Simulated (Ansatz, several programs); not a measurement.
CdS, 4H polytype, relaxed with PBE in Ansatz (plane waves, PAW): the symmetry is P6_3mc (No. 186, hexagonal); a = 4.194 Å, c = 13.671 Å in the conventional setting, 26.03 Å³ an atom. Around Cd lie 4 S at 2.56–2.57 Å; around Cd lie 4 S at 2.57 Å; around S lie 4 Cd at 2.57 Å; around S lie 4 Cd at 2.56–2.57 Å. The cell was then scaled with its shape and fractional coordinates held, which makes it stiffer than a relaxed compression. (Calculated; spin-unpolarised; the phase may be known or hypothetical.)

```
V (Å³/atom)  E (meV/atom)
     24.464         17.59
     25.244          4.17
     26.025          0.00
     27.587         13.91
```

(1) Pass a cubic E = c₀ + c₁u + c₂u² + c₃u³, with u = V − 25.830 Å³, through these points.

(2) Where is the minimum, and what bulk modulus follows?

(3) Predict the energy and the pressure at the withheld volume, 26.806 Å³.

Results:

(1) c₀ = 0.25, c₁ = -2.572, c₂ = 6.745, c₃ = -0.4873 (meV and Å³).

(2) dE/du = 0 at u = +0.195, so V₀ = 26.02 Å³. B = V₀ d²E/dV² = 26.02 × (2c₂ + 6c₃u) = 26.02 × 12.921 = 336 meV/Å³, and 1 meV/Å³ is 0.16022 GPa: 54 GPa. A third-order Birch-Murnaghan fit to all five points gives 26.03 Å³ and 53 GPa.

(3) With u = +0.976: E ≈ 3.71 meV and P = −dE/dV ≈ -1.47 GPa. The run gives 3.64 meV and, from its stress, -1.47 GPa.
